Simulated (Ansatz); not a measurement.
A nudged elastic band was laid between two geometries of a periodic cell of 18 atoms, Ba3Ti3H2NO9 (surface BaTiO3(001), adsorbate NH2).

These are results of DFT PBE, scalar-relativistic, plane waves, PAW (Ansatz), not measurements. Settings: cutoff 420 eV, k mesh 2x2x1, gaussian smearing 0.05 eV, spin collinear.

| Quantity | Value |
| --- | --- |
| movable images | 5 |
| climbing image | yes |
| spring | 5.0 eV/Å² |
| optimiser | quadratic models (default) |
| start path | IDPP |
| force threshold | 0.05 eV/Å |
| iteration limit | 14 |
| end points | relaxed |
| atoms held | 1 to 5 |

Initial state:

```xyz
18
Lattice="5.6547 0.0000 0.0000 -2.8273 4.8971 0.0000 0.0000 0.0000 18.7217" Properties=species:S:1:pos:R:3
Ba 0.000 0.000 1.000
Ti 0.000 3.265 2.085
O 0.000 4.869 1.099
O -1.389 2.463 1.099
O 1.389 2.463 1.099
Ba 2.829 1.638 3.179
Ti -0.001 -0.001 4.484
O 0.003 1.607 3.509
O 1.439 4.097 3.520
O -1.434 4.097 3.520
Ba 0.004 3.280 5.676
Ti 2.828 1.628 6.610
O 2.835 3.301 5.889
O 1.411 0.846 5.855
O 4.259 0.848 5.856
N -0.047 6.292 8.557
H -0.892 6.130 9.104
H 0.737 6.354 9.203
```

Final state:

Only the atoms that move by more than 0.05 Å are listed.
```
O13 2.793 3.280 5.869
O15 4.218 0.820 5.853
N16 0.200 6.461 8.560
H17 -0.398 6.878 9.272
H18 0.954 5.965 9.034
```

Question: Which bonds break or form, and what moves?

Answer: The atom that moves furthest is H17, by 0.91 Å; four of its nearest neighbours are N16 1.02, H18 1.65, Ti12 2.68, O14 3.31 Å at the first end and N16 1.02, H18 1.65, Ti12 2.71, O13 3.66 Å at the last.

Question: What energy profile does the band end with?

Answer: It converged. The highest image is number 1 of 0 to 6, 0.000 eV above the ends, which have the same energy within 2 meV. The top lies less than 8 meV above the higher end, about what the thresholds resolve: the motion is nearly free. The order of the point at the top wasn't checked. Limits of this set-up: coarse k mesh, thin slab, slab without dipole correction, a typed lattice constant that wasn't relaxed here.

| image | path coordinate (Å) | energy (eV) |
| --- | --- | --- |
| 0 | 0.00 | 0.000 |
| 1 | 0.19 | 0.000 |
| 2 | 0.37 | 0.000 |
| 3 | 0.56 | 0.000 |
| 4 | 0.74 | -0.001 |
| 5 | 0.92 | -0.002 |
| 6 | 1.11 | -0.002 |

Question: What is the geometry of the highest image?

Answer: 
```xyz
18
Lattice="5.6547 0.0000 0.0000 -2.8273 4.8971 0.0000 0.0000 0.0000 18.7217" Properties=species:S:1:pos:R:3
Ba 0.000 0.000 1.000
Ti 0.000 3.265 2.085
O 0.000 4.869 1.099
O -1.389 2.463 1.099
O 1.389 2.463 1.099
Ba 2.828 1.638 3.179
Ti 0.000 -0.001 4.483
O 0.001 1.608 3.511
O 1.438 4.099 3.519
O -1.435 4.099 3.520
Ba 0.001 3.282 5.674
Ti 2.828 1.629 6.610
O 2.828 3.300 5.885
O 1.403 0.847 5.858
O 4.252 0.847 5.855
N -0.004 6.298 8.557
H -0.835 6.245 9.143
H 0.811 6.263 9.167
```

Time of the run: 12 min on 2 threads of Intel(R) Xeon(R) 6975P-C (Granite Rapids), with other jobs on the host, peak memory 2.4 GiB.
